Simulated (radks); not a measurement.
**Dipole-allowed lines with 46 electrons: I⁷⁺, Xe⁸⁺, Cs⁹⁺**

Aim: excitation energies and oscillator strengths as poles of the dipole polarisability below minus the highest eigenvalue. Time-dependent linear response with the Hartree and adiabatic exchange-only LDA kernel follows each ground state; no spin-orbit coupling. Its values go to the run's result record, not to the log.

Method: scalar-relativistic Kohn-Sham, exchange-only LDA, spin-unpolarised, spherical densities, finite nucleus. Code: radks (a radial shooting solver on a logarithmic mesh, Libxc functionals) version 1.

### Step 1. Starting point

```
species : I⁷⁺ ([Kr] 4d10), Xe⁸⁺ ([Kr] 4d10), Cs⁹⁺ ([Kr] 4d10)
```

### Step 2. I⁷⁺, [Kr] 4d10

Input:

```text
Z 53
configuration [Kr] 4d10 5s0 5p0 4f0 5d0
relativity scalar-relativistic
functional lda,
spin unpolarised
nucleus finite rms 4.75 fm
c 137.035999084
response adiabatic LDA kernel, real frequencies
```

The run is started by

```bash
> python run_ks.py task.json out
```

All runs below come from this command, one after another.

### Step 3. Xe⁸⁺, [Kr] 4d10

Input:

```text
Z 54
configuration [Kr] 4d10 5s0 5p0 4f0 5d0
relativity scalar-relativistic
functional lda,
spin unpolarised
nucleus finite rms 4.7859 fm
c 137.035999084
response adiabatic LDA kernel, real frequencies
```

### Step 4. Cs⁹⁺, [Kr] 4d10

Input:

```text
Z 55
configuration [Kr] 4d10 5s0 5p0 4f0 5d0
relativity scalar-relativistic
functional lda,
spin unpolarised
nucleus finite rms 4.8041 fm
c 137.035999084
response adiabatic LDA kernel, real frequencies
```

Before running it: what results should come out? Wanted: for each run, species; −ε(HOMO); lowest orbital gap; first line; f; strongest line; its f; static α.

As calculated:

| species | −ε(HOMO) (eV) | lowest orbital gap (eV) | first line (eV) | f | strongest line (eV) | its f | static α (bohr³) | measured (eV) |
| --- | --- | --- | --- | --- | --- | --- | --- | --- |
| I⁷⁺ | 137.93 | 4d-5p 59.416 | 60.539 | 0.973 | 89.497 | 5.81 | 1.072 | - |
| Xe⁸⁺ | 165.88 | 4d-5p 70.313 | 71.512 | 0.992 | 101.01 | 7.31 | 0.8627 | - |
| Cs⁹⁺ | 195.76 | 4d-5p 81.854 | 83.130 | 1.01 | 111.50 | 8.19 | 0.7083 | - |

What this shows: In I⁷⁺ the response moves the first line 1.122 eV above the bare orbital gap, and the lines found carry 88 % of the static polarisability. Very weak lines can be missed, and lines above minus the highest eigenvalue dissolve into this model's continuum.
